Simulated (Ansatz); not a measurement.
**BLYP/def2-SVPD run of AlBNH4F (SMILES [NH2][AlH][BH]F)**

Aim: the vertical electron affinity of AlBNH4F at BLYP/def2-SVPD, from 2 runs. 

The calculation is run with Ansatz 0.2.0.

92 further runs of the same task are left out: 92 set aside as unsound or not needed.

### Step 1. The system as given

AlBNH4F has 8 atoms, charge 0, and is taken as a singlet. SMILES: `[NH2][AlH][BH]F`. Geometry: relaxed at PBE0-D4/def2-TZVP. This is one conformer, not always the lowest.

Bond lengths: N1–Al2 1.770 Å, Al2–B3 2.169 Å, B3–F4 1.330 Å, N1–H5 1.008 Å, N1–H6 1.008 Å, Al2–H7 1.590 Å, B3–H8 1.208 Å. Angles: N1–Al2–B3 116.8°, Al2–B3–F4 118.5°, N1–Al2–H7 116.9°, B3–Al2–H7 126.3°, Al2–N1–H5 125.6°, Al2–N1–H6 124.3°, Al2–B3–H8 127.4°, F4–B3–H8 114.1°, H5–N1–H6 110.2°.

### Step 2. The energy at BLYP/def2-SVPD

Contents of in.yaml:

```yaml
crystal:
  periodic: [false, false, false]
  atoms:
    - {symbol: "N", position_ang: [-1.034900, 1.238000, 0.178100]}
    - {symbol: Al, position_ang: [0.358400, 0.247200, 0.637000]}
    - {symbol: B, position_ang: [0.824000, -1.438600, -0.645900]}
    - {symbol: F, position_ang: [0.022100, -1.693000, -1.675500]}
    - {symbol: H, position_ang: [-1.365500, 2.050100, 0.674400]}
    - {symbol: H, position_ang: [-1.614500, 1.063500, -0.627700]}
    - {symbol: H, position_ang: [1.149400, 0.679500, 1.946200]}
    - {symbol: H, position_ang: [1.753200, -2.203800, -0.542400]}
basis:
  gaussian:
    orbitals: def2-SVPD
magnetization:
  spin_polarized: false
hamiltonian:
  xc: {name: BLYP}
accuracy: high
output: {orbitals: {seedname: orbitals}}
```

Run with:

```console
$ ansatz run in.yaml --threads 1 --pin off --max-ram 3480MiB --events-out events.jsonl --progress --plain --runs-dir runs
```

Output:

```text
Warning: RAYON_NUM_THREADS=1 ignored (pool sized by the plan → 1); use --threads N
Functional definition: BLYP
  name "BLYP"
  parameter beta = 0.0042
  parameter a = 0.04918
  parameter b = 0.132
  parameter c = 0.2533
  parameter d = 0.349
  exchange = b88_x(beta = beta)
  correlation = lyp_c(a = a, b = b, c = c, d = d)
2418 factors; integrals over basis functions are off by at most 3.3e-9 eV
mean field evaluation 1: about -11528.5534 eV, gradient 7.5e1 eV
mean field evaluation 2: about -11471.0161 eV, gradient 1.4e2 eV
mean field evaluation 4: about -11539.8454 eV, gradient 9.1e0 eV
mean field evaluation 8: about -11540.1035 eV, gradient 6.8e-1 eV
mean field evaluation 16: about -11540.1050 eV, gradient 3.8e-5 eV
mean field -11540.10503268 eV, -424.0910377868 hartree, gradient 5.4e-8 eV, S^2 0.000000; 0 other end points of the search recorded, 0 dependent functions left out
reference -11540.10509212 eV, -424.0910399712 hartree; 19, 19 occupied and 100, 100 virtual orbitals, 2418 factors
Total energy: -11540.10509212 eV, -424.0910399712 hartree
```

Run time: 11 s. Hardware: 1 thread of Arm Neoverse V1, shared host; peak memory 0.35 GiB.

### Step 3. The doublet anion at the same level

Contents of run.yaml:

```yaml
crystal:
  periodic: [false, false, false]
  atoms:
    - {symbol: N, position_ang: [-1.034900, 1.238000, 0.178100]}
    - {symbol: Al, position_ang: [0.358400, 0.247200, 0.637000]}
    - {symbol: B, position_ang: [0.824000, -1.438600, -0.645900]}
    - {symbol: F, position_ang: [0.022100, -1.693000, -1.675500]}
    - {symbol: H, position_ang: [-1.365500, 2.050100, 0.674400]}
    - {symbol: H, position_ang: [-1.614500, 1.063500, -0.627700]}
    - {symbol: H, position_ang: [1.149400, 0.679500, 1.946200]}
    - {symbol: H, position_ang: [1.753200, -2.203800, -0.542400]}
basis:
  gaussian:
    orbitals: def2-SVPD
total_charge: -1
magnetization:
  spin_polarized: true
  initial_magnetization: 1
hamiltonian:
  xc: {name: BLYP}
accuracy: high
output:
  orbitals: {seedname: orbitals}
```

Run with:

```console
$ ansatz run run.yaml --threads 1 --pin off --max-ram 3480MiB --events-out events.jsonl --progress --plain --runs-dir runs
```

Output:

```text
Warning: RAYON_NUM_THREADS=1 ignored (pool sized by the plan → 1); use --threads N
Functional definition: BLYP
  name "BLYP"
  parameter beta = 0.0042
  parameter a = 0.04918
  parameter b = 0.132
  parameter c = 0.2533
  parameter d = 0.349
  exchange = b88_x(beta = beta)
  correlation = lyp_c(a = a, b = b, c = c, d = d)
2418 factors; integrals over basis functions are off by at most 3.3e-9 eV
mean field evaluation 1: about -11533.3008 eV, gradient 3.9e1 eV
mean field evaluation 2: about -11506.5159 eV, gradient 8.0e1 eV
mean field evaluation 4: about -11539.9724 eV, gradient 9.3e0 eV
mean field evaluation 8: about -11540.3250 eV, gradient 4.8e-1 eV
mean field evaluation 16: about -11540.3266 eV, gradient 2.6e-4 eV
mean field -11540.32664515 eV, -424.0991818950 hartree, gradient 3.4e-8 eV, S^2 0.752146; 1 other end points of the search recorded, 0 dependent functions left out
reference -11540.32670195 eV, -424.0991839822 hartree; 20, 19 occupied and 99, 100 virtual orbitals, 2418 factors
Total energy: -11540.32670195 eV, -424.0991839822 hartree
```

Run time: 18 s. Hardware: 1 thread of Arm Neoverse V1, shared host; peak memory 0.43 GiB.

### Step 4. What came out

At BLYP/def2-SVPD:

| quantity | value |
| --- | --- |
| singlet AlBNH4F: total energy | -424.09104 Eh |
| singlet AlBNH4F: HOMO energy | -5.92 eV |
| singlet AlBNH4F: LUMO energy | -2.89 eV |
| singlet AlBNH4F: HOMO–LUMO gap | 3.04 eV |
| doublet anion: total energy | -424.09918 Eh |
| doublet anion: HOMO energy (highest over α and β) | 2.41 eV |
| doublet anion: LUMO energy (lowest over α and β) | 3.21 eV |
| doublet anion: ⟨S²⟩ | 0.752 |
| vertical electron affinity (to the doublet anion) | 0.222 eV |

At fixed nuclei the extra electron is bound by 0.22 eV (5.1 kcal/mol). The HOMO (doublet anion) lies at positive energy, 2.41 eV, as semi-local functionals often give for anions; only total energies tell whether the electron is bound.
